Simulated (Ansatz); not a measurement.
# AlH8NOSi2: the cost of one run

All numbers below are computed with Ansatz 0.2.0 (RKS r2SCANh-D4/6-31G).

### Step 1. The starting structure

Bond lengths: Al1–N2 1.847 Å, N2–Si3 1.784 Å, Si3–O4 1.784 Å, O4–Si5 1.773 Å, Al1–H6 1.643 Å, Al1–H7 1.616 Å, N2–H8 1.025 Å, Si3–H9 1.530 Å, Si3–H10 1.443 Å, Si5–H11 1.496 Å, Si5–H12 1.472 Å, Si5–H13 1.481 Å. Angles (14 of 19 angles, heavy atoms first): Al1–N2–Si3 106.9°, N2–Si3–O4 107.9°, Si3–O4–Si5 102.6°, Al1–N2–H8 107.9°, Si3–N2–H8 108.5°, N2–Al1–H6 122.1°, N2–Al1–H7 122.1°, N2–Si3–H9 109.3°, N2–Si3–H10 112.8°, O4–Si3–H9 105.1°, O4–Si3–H10 114.1°, O4–Si5–H11 110.8°, O4–Si5–H12 105.9°, O4–Si5–H13 110.2°.

As a file:

```xyz
13

Al   -0.5947    2.5486   -0.7989
N     0.5056    1.0682   -0.7065
Si    0.1409    0.2475    0.8353
O     1.3012   -1.0938    1.0308
Si    0.5182   -2.4137    0.1436
H    -0.6337    3.5252   -2.1198
H    -1.5922    2.9532    0.4068
H     0.2553    0.4403   -1.4770
H     0.4331    1.2004    1.9958
H    -1.2422   -0.1491    0.9455
H    -0.8264   -2.7202    0.7229
H     1.3849   -3.5899    0.3216
H     0.3705   -2.0514   -1.2853
```

### Step 2. End point A

input.yaml

```yaml
crystal:
  periodic: [false, false, false]
  atoms:
    - { symbol: Al, position_ang: [-0.5947, 2.5486, -0.7989] }
    - { symbol: "N", position_ang: [0.5056, 1.0682, -0.7065] }
    - { symbol: Si, position_ang: [0.1409, 0.2475, 0.8353] }
    - { symbol: O, position_ang: [1.3012, -1.0938, 1.0308] }
    - { symbol: Si, position_ang: [0.5182, -2.4137, 0.1436] }
    - { symbol: H, position_ang: [-0.6337, 3.5252, -2.1198] }
    - { symbol: H, position_ang: [-1.5922, 2.9532, 0.4068] }
    - { symbol: H, position_ang: [0.2553, 0.4403, -1.477] }
    - { symbol: H, position_ang: [0.4331, 1.2004, 1.9958] }
    - { symbol: H, position_ang: [-1.2422, -0.1491, 0.9455] }
    - { symbol: H, position_ang: [-0.8264, -2.7202, 0.7229] }
    - { symbol: H, position_ang: [1.3849, -3.5899, 0.3216] }
    - { symbol: H, position_ang: [0.3705, -2.0514, -1.2853] }
basis:
  gaussian: { orbitals: "6-31G" }
hamiltonian:
  xc: r2scanh
  dispersion: d4
relax:
  f_tol: 0.015
  max_steps: 40
```

Started as:

```bash
> ansatz run input.yaml --threads 1 --pin off --max-ram 2048MiB --backend cpu --events-out ev --progress --plain --runs-dir out
```

Q: Estimate wall time and peak memory on 1 thread of Arm Neoverse V1, shared host.

About 4.9 min, with a peak of 0.2 GiB.
